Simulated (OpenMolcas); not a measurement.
**HF/def2-SVP (core potential) run of InF (SMILES [F][In])**

Aim: the vertical electron affinity of InF at HF/def2-SVP (core potential), from 2 runs. 

The calculation is run with OpenMolcas 26.06.

9 further runs of the same task are left out: 9 set aside as unsound or not needed.

## Step 1: The system as given

InF: 2 atoms, total charge 0, spin state singlet. As SMILES, `[F][In]`. The shape comes from GFN2-xTB, which is rough for such elements, and wasn't checked as a minimum.

Bond lengths: F1–In2 2.025 Å.

## Step 2: Energy and forces at HF/def2-SVP (core potential)

Input file mol.xyz:

```xyz
2

F      0.000000     0.000000     0.000000
In     0.000000     0.000000     2.025490
```

Input file job.inp:

```
* FIn Hartree-Fock

&gateway
  baslib=$CurrDir
  coord=mol.xyz
  basis=def2-SVP
  group=NoSym

&seward

&scf
  thresholds=1e-06 0.001 0.001 0.01
  prorbitals=0

&alaska
```

The basis set def2-SVP is read from a file made from the Basis Set Exchange's data (not shown).

On the command line:

```sh
$ export MOLCAS_MEM=1860
$ pymolcas job.inp > job.log
```

Log:

```text
--- Start Module: gateway ---
[...]
--- Stop Module: gateway /rc=_RC_ALL_IS_WELL_ ---
[...]
      Basis functions           40
[...]
--- Start Module: scf ---
[...]
       Convergence after   9 Iterations
[...]
::    Total SCF energy                               -288.6190584542
[...]
      Total spin, S                                     0.0000000000
[...]
      Total electronic charge=   30.000000
      Total            charge=   -0.000000
[...]
      Dipole Moment (debye):
      Origin of the operator (angstrom)=    0.0000    0.0000    1.7381
                   X=  3.7966E-16               Y= -1.0374E-15               Z=  3.3371E+00           Total=  3.3371E+00
      Quadrupole Moment (debye*angstrom):
[...]
--- Stop Module: scf /rc=_RC_ALL_IS_WELL_ ---
--- Start Module: alaska ---
[...]
 *              Molecular gradients               *
 **************************************************
  Irreducible representation: a
 ------------------------------------------------------------------------------------------
                              X                       Y                       Z
 ------------------------------------------------------------------------------------------
  F1                3.40824253944446E-17   -1.01470388988375E-16   -1.43377256097192E-02
  IN2              -3.40824253944445E-17    1.01470388988375E-16    1.43377256097263E-02
 ------------------------------------------------------------------------------------------
--- Stop Module: alaska /rc=_RC_ALL_IS_WELL_ ---
[...]
```

Wall time 1.9 s (1 thread of Arm Neoverse V2, shared host); peak memory 0.37 GiB.

## Step 3: The doublet anion

mol.xyz is that of step 2.

Input file job.input:

```
* FIn Hartree-Fock

&GATEWAY
  BASLIB = $CurrDir
  COORD = mol.xyz
  BASIS = def2-SVP
  GROUP = NoSym

&SEWARD

&SCF
  UHF
  CHARGE = -1
  SPIN = 2
  THRESHOLDS = 1e-06 0.001 0.001 0.01
  PRORBITALS = 0

&ALASKA
```

The basis set def2-SVP is read from a file made from the Basis Set Exchange's data (not shown).

On the command line:

```sh
$ export MOLCAS_MEM=1860
$ pymolcas job.input > job.log
```

Log:

```text
--- Start Module: gateway ---
[...]
--- Stop Module: gateway /rc=_RC_ALL_IS_WELL_ ---
[...]
      Basis functions           40
[...]
--- Start Module: scf ---
[...]
       Convergence after  19 Iterations
[...]
::    Total SCF energy                               -288.5989247262
[...]
      Total spin, S                                     0.5061086214
[...]
      Total electronic charge=   31.000000
      Total            charge=   -1.000000
[...]
      Dipole Moment (debye):
      Origin of the operator (angstrom)=    0.0000    0.0000    1.7381
                   X= -1.3211E-15               Y= -9.5198E-16               Z=  1.6411E+00           Total=  1.6411E+00
      Center of Charge (angstrom)
[...]
--- Stop Module: scf /rc=_RC_ALL_IS_WELL_ ---
--- Start Module: alaska ---
[...]
 *              Molecular gradients               *
 **************************************************
  Irreducible representation: a
 ------------------------------------------------------------------------------------------
                              X                       Y                       Z
 ------------------------------------------------------------------------------------------
  F1               -1.57128158220490E-16    9.94049786739937E-17    9.04082544489526E-03
  IN2               1.57128158220490E-16   -9.94049786739937E-17   -9.04082544488460E-03
 ------------------------------------------------------------------------------------------
--- Stop Module: alaska /rc=_RC_ALL_IS_WELL_ ---
[...]
```

It took 2.3 s on 1 thread of Arm Neoverse V2, shared host; peak memory 0.37 GiB.

## Step 4: Results

Level: HF/def2-SVP (core potential).

| quantity | value |
| --- | --- |
| singlet InF: total energy | -288.61906 Eh |
| singlet InF: dipole moment | 3.34 D |
| singlet InF: HOMO energy | -9.53 eV |
| singlet InF: LUMO energy | 0.77 eV |
| singlet InF: HOMO–LUMO gap | 10.30 eV |
| singlet InF: largest force on an atom | 0.737 eV/Å |
| doublet anion: total energy | -288.59892 Eh |
| doublet anion: HOMO energy (highest over α and β) | 0.31 eV |
| doublet anion: LUMO energy (lowest over α and β) | 5.69 eV |
| doublet anion: ⟨S²⟩ | 0.762 |
| doublet anion: largest force on an atom | 0.465 eV/Å |
| vertical electron affinity (to the doublet anion) | -0.548 eV |

In words: The anion lies 0.55 eV (12.6 kcal/mol) above the neutral: the electron isn't bound at this level, and such a value depends on the basis. Without diffuse functions anions come out too high. Hartree–Fock misses the correlation that binds many anions. The largest force (singlet InF) is 0.74 eV/Å: the shape isn't a stationary point for this species at this level. The HOMO (doublet anion) lies at positive energy, 0.31 eV: the electron is unbound at this level or held by a compact basis; values depend on the basis.
